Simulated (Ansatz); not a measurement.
# YHf2Ge3: the cost of one run

Computed with Ansatz 0.2.0 (DFT PBE, scalar-relativistic, plane waves, PAW, unless a step's input says otherwise).

1 further run of the same task is left out (it didn't finish). Runs told in other sessions of the task aren't counted.

## (1) Starting point

It takes space group Cmmm (No. 65, orthorhombic). Conventional cell: a = 5.513 Å, b = 9.238 Å, c = 4.329 Å, α = 90.00°, β = 90.00°, γ = 90.00°. Y (site symmetry mmm) is surrounded by 10 Ge at 3.13 to 3.51 Å and 8 Hf at 3.45 Å. Hf (site symmetry 2/m) has 6 Ge at 2.69 to 2.70 Å and 2 Hf at 2.76 Å in its first shell of neighbours. Around Ge (site symmetry m2m) lie 5 Ge at 2.62 to 3.22 Å and 4 Hf at 2.70 Å and 3 Y at 3.13 to 3.14 Å. Ge (site symmetry mmm) is surrounded by 4 Ge at 2.62 Å and 4 Hf at 2.69 Å.

Coordinates:

```xyz
6
Lattice="2.7567 -4.6190 0.0000 2.7567 4.6190 0.0000 0.0000 0.0000 4.3293" Properties=species:S:1:pos:R:3 pbc="T T T"
Y     2.7567    0.0000    0.0000
Hf    1.3783    2.3095    2.1647
Hf    1.3783   -2.3095    2.1647
Ge    2.7567    3.1397    0.0000
Ge    2.7567   -3.1397    0.0000
Ge    0.0000    0.0000    2.1647
```

The cell is invented: species swapped into a database cell of CeGa2Cu3 (Cmmm, No. 65), with Y on the Ce sites, Hf on the Ga sites and Ge on the Cu sites. Its size is a rough estimate.

## (2) Probe: one point on a coarse mesh

File input.yaml:

```yaml
crystal:
  lattice:
    - [2.75669639, -4.61902415, 0.0]
    - [2.75669639, 4.61902415, 0.0]
    - [0.0, 0.0, 4.32934227]
  atoms:
    - { symbol: "Y", position: [0.5, 0.5, 0.0] }
    - { symbol: Hf, position: [0.0, 0.5, 0.5] }
    - { symbol: Hf, position: [0.5, 0.0, 0.5] }
    - { symbol: Ge, position: [0.1601293, 0.8398707, 0.0] }
    - { symbol: Ge, position: [0.8398707, 0.1601293, 0.0] }
    - { symbol: Ge, position: [0.0, 0.0, 0.5] }
basis:
  ecutwfc: 420
kpoints:
  mp_grid: { grid: [4, 4, 4] }
hamiltonian:
  xc: pbe
scf:
  occupations: { method: gaussian, width: 0.1 }
  lower_state_search: "off"
output:
  forces: true
  stress: true
  eigenvalues: true
```

Launch:

```
> ansatz run input.yaml --threads 1 --pin off --max-ram 2560MiB --backend cpu --events-out ev --progress --plain --runs-dir out
```

What time and memory should one allow on 1 thread of Intel Xeon 6975P-C (Granite Rapids), shared host?

About 6.1 s, with a peak of 0.53 GiB.
